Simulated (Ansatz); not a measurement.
# Ag (diamond type): the cost of one run

Method: DFT PBEsol, with the methods named in each step, in Ansatz 0.2.0.

## Step 1: Starting point

Symmetry: Fd-3m, No. 227, cubic system. Conventional cell: a = 5.628 Å, b = 5.628 Å, c = 5.628 Å, α = 90.00°, β = 90.00°, γ = 90.00°. Around Ag (site symmetry -43m) lie 4 Ag at 2.44 Å.

As a file:

```
Ag
1.0
     0.00000    2.81409    2.81409
     2.81409    0.00000    2.81409
     2.81409    2.81409    0.00000
Ag
2
Cartesian
  -0.7035 -0.7035 -0.7035
  0.7035 0.7035 0.7035
```

Atoms are numbered in the order of the input: Ag1, Ag2.

## Step 2: Shortest bond scaled by 1, PAW

The input, input.yaml:

```yaml
crystal:
  lattice:
    - [0.0, 2.81408717, 2.81408717]
    - [2.81408717, 0.0, 2.81408717]
    - [2.81408717, 2.81408717, 0.0]
  atoms:
    - { symbol: Ag, position: [-0.125, -0.125, -0.125] }
    - { symbol: Ag, position: [0.125, 0.125, 0.125] }
kpoints:
  mp_grid: { grid: [9, 9, 9] }
scf:
  occupations: { method: fermi_dirac, width: 0.05 }
hamiltonian:
  xc: pbesol
  pseudopotentials: { kind: paw }
output:
  forces: true
  stress: true
  eigenvalues: true
  populations: true
```

Started as:

```sh
$ ansatz run input.yaml --threads 1 --pin off --max-ram 2048MiB --backend cpu --events-out ev --progress --plain --runs-dir out
```

**Question.** How long does this run take on 1 thread of Arm Neoverse N1, shared host, and how much memory does it need?

About 4.1 s, with a peak of 0.3 GiB.
